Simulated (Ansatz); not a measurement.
# Cs3Cl2: a trial structure relaxed

Where does Cs3Cl2 go from the start given, anti-La2O3 type (P321, No. 150)?

Program: Ansatz 0.2.0. Level of theory: DFT PBE, scalar-relativistic, plane waves, PAW. These are calculated values, not measurements.

1 further run of the same task is left out (it didn't finish).

## 1. The structure to begin with

It takes space group P321 (No. 150, trigonal). Conventional cell: a = 5.082 Å, b = 5.082 Å, c = 7.915 Å, α = 90.00°, β = 90.00°, γ = 120.00°. Around Cs (site symmetry 2) lie 2 Cs at 2.20 Å and 2 Cl at 2.77 Å. Around Cl (site symmetry 3) lie 3 Cs at 2.77 Å.

Structure file:

```cif
data_structure
_symmetry_space_group_name_H-M 'P 1'
_symmetry_Int_Tables_number 1
_cell_length_a 5.0825
_cell_length_b 5.0825
_cell_length_c 7.9147
_cell_angle_alpha 90.000
_cell_angle_beta 90.000
_cell_angle_gamma 120.000
_cell_volume 177.06
loop_
_atom_site_label
_atom_site_type_symbol
_atom_site_fract_x
_atom_site_fract_y
_atom_site_fract_z
_atom_site_occupancy
Cs1 Cs 0.25000 0.25000 0.00000 1
Cs2 Cs 0.75000 0.00000 0.00000 1
Cs3 Cs 0.00000 0.75000 0.00000 1
Cl1 Cl 0.33333 0.66667 0.25000 1
Cl2 Cl 0.66667 0.33333 0.75000 1
```

(A quick probe on a coarse mesh, which set the mesh and smearing, is not shown.)

## 3. Rough relaxation on the coarse mesh

The input, input.yaml:

```yaml
crystal:
  lattice:
    - [5.0824812094, 0.0, 0.0]
    - [-2.5412406047, 4.4015578416, 0.0]
    - [0.0, 0.0, 7.9147034206]
  atoms:
    - { symbol: Cs, position: [0.25, 0.25, 0.0] }
    - { symbol: Cs, position: [0.75, 0.0, 0.0] }
    - { symbol: Cs, position: [0.0, 0.75, 0.0] }
    - { symbol: Cl, position: [0.3333333333, 0.6666666667, 0.25] }
    - { symbol: Cl, position: [0.6666666667, 0.3333333333, 0.75] }
basis:
  ecutwfc: 420
kpoints:
  mp_grid: { grid: [6, 6, 2] }
hamiltonian:
  xc: pbe
scf:
  occupations: { method: gaussian, width: 0.1 }
  lower_state_search: "off"
output:
  forces: true
  stress: true
  eigenvalues: true
relax:
  adjacent_minimum: "off"
  f_tol: 0.04
  max_steps: 70
  cell: { stress_tol: 0.4 }
```

Command:

```console
$ ansatz run input.yaml --threads 1 --pin off --max-ram 2560MiB --backend cpu --events-out ev --progress --plain --runs-dir out
```

Further runs follow: rough relaxation on the coarse mesh; relaxing cell and atoms.

Q: Predict the outcome of this session.

The runs gave:

Formation energies count from the elements, computed with the same settings in runs not shown here.

| quantity | value |
| --- | --- |
| cell | a = 8.722 Å, b = 8.722 Å, c = 4.490 Å, α = 90.00°, β = 90.00°, γ = 120.00° |
| space group | P-62m (No. 189) |
| volume | 59.16 Å³/atom |
| gap on the mesh | none (metal) |
| formation energy from the elements | -1.535 eV/atom |

What this shows: The structure ended in another space group than at the start: P321 to P-62m. With -1.54 eV/atom it lies under the elements, which doesn't yet make it stable against other compounds of them. The final runs have no spin polarisation, so no magnetic state was tried and one may lie lower. Where forces pass 15 eV/Å atoms stand far too close, the PAW spheres overlap strongly and those numbers are rough.
